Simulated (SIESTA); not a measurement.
Write the native input for SIESTA 5.4.2 that does the following.

- Task: single point
- Functional: PBE
- Potentials or basis: PseudoDojo 0.4 standard (PBE files)
- Basis: DZP (energy shift 0.003 Ry; two zetas on semicore shells)
- Grid cutoff: 800 Ry
- Energy shift: 0.003 Ry
- k mesh: 10 × 10 × 1
- Occupations: fermi-dirac, width 0.05 eV
- Spin: no spin polarisation
- Hubbard terms: Au d U = 6 eV
- dipole correction: yes
- Hubbard projector method: 1
- U from the first cycle: yes

Au, a sheet with vacuum:

```
CELL_PARAMETERS angstrom
2.66227 0.00000 0.00000
0.00000 2.66170 0.00000
0.00000 0.00000 23.80000
ATOMIC_POSITIONS crystal
Au 0.00000 0.50000 0.29412
```

The cell was built by a generator and needn't be a form met in nature.

These files were run (other wordings do the same):

Au.fdf

```
SystemName                      Au
SystemLabel                     Au
NumberOfSpecies                 1
NumberOfAtoms                   1
%block ChemicalSpeciesLabel
  1  79 Au
%endblock ChemicalSpeciesLabel

LatticeConstant                 1.0 Ang
%block LatticeVectors
     2.6622700000     0.0000000000     0.0000000000
     0.0000000000     2.6617000000     0.0000000000
     0.0000000000     0.0000000000    23.8000000000
%endblock LatticeVectors
AtomicCoordinatesFormat         Fractional
%block AtomicCoordinatesAndAtomicSpecies
     0.0000000000     0.5000000000     0.2941200000  1  Au
%endblock AtomicCoordinatesAndAtomicSpecies

%block kgrid.MonkhorstPack
   10   0   0  0.0
    0  10   0  0.0
    0   0   1  0.0
%endblock kgrid.MonkhorstPack
XC.Functional                   GGA
XC.Authors                      PBE
PAO.BasisSize                   DZP
PAO.EnergyShift                 0.003 Ry
Mesh.Cutoff                     800 Ry
DFTU.ProjectorGenerationMethod  1
%block DFTU.Proj
  Au 1
  n=5 2
  6.00 0.00
  0.0
%endblock DFTU.Proj
DFTU.PopTol                     1.0e-5
DFTU.FirstIteration             true
OccupationFunction              FD
ElectronicTemperature           0.05 eV
Slab.DipoleCorrection           vacuum
MaxSCFIterations                200
SCF.MustConverge                false
SCF.Mixer.Method                Pulay
SCF.Mixer.Weight                0.1
SCF.Mixer.History               10
SCF.DM.Tolerance                5.0e-05
SCF.H.Tolerance                 1.0e-03 eV
WriteForces                     true
Charge.Mulliken                 end
%block PAO.Basis
  Au 5
  n=5 0 2
    2.662 0.000
  n=6 0 2
    7.025 0.000
  n=5 1 2
    3.170 0.000
  n=6 1 1
    7.025
  n=5 2 2
    5.458 0.000
%endblock PAO.Basis
```

Potentials or basis: PseudoDojo 0.4 standard (PBE files), DZP (energy shift 0.003 Ry; two zetas on semicore shells).

Launch:

```sh
$ siesta < Au.fdf > Au.out 2>&1
```

Results of the run:

```json
{
  "Band gap on the k mesh": "none (metal or under the smearing width)"
}
```

Caveat: the basis of atomic orbitals isn't converged, which shifts pressures, moduli and gaps; U without spin polarisation on a metal has little footing; the U is typed as a test and isn't derived for this compound.

It took 21 s on 1 thread of Intel(R) Xeon(R) 6975P-C (Granite Rapids), on a shared host, peak memory 0.33 GiB.
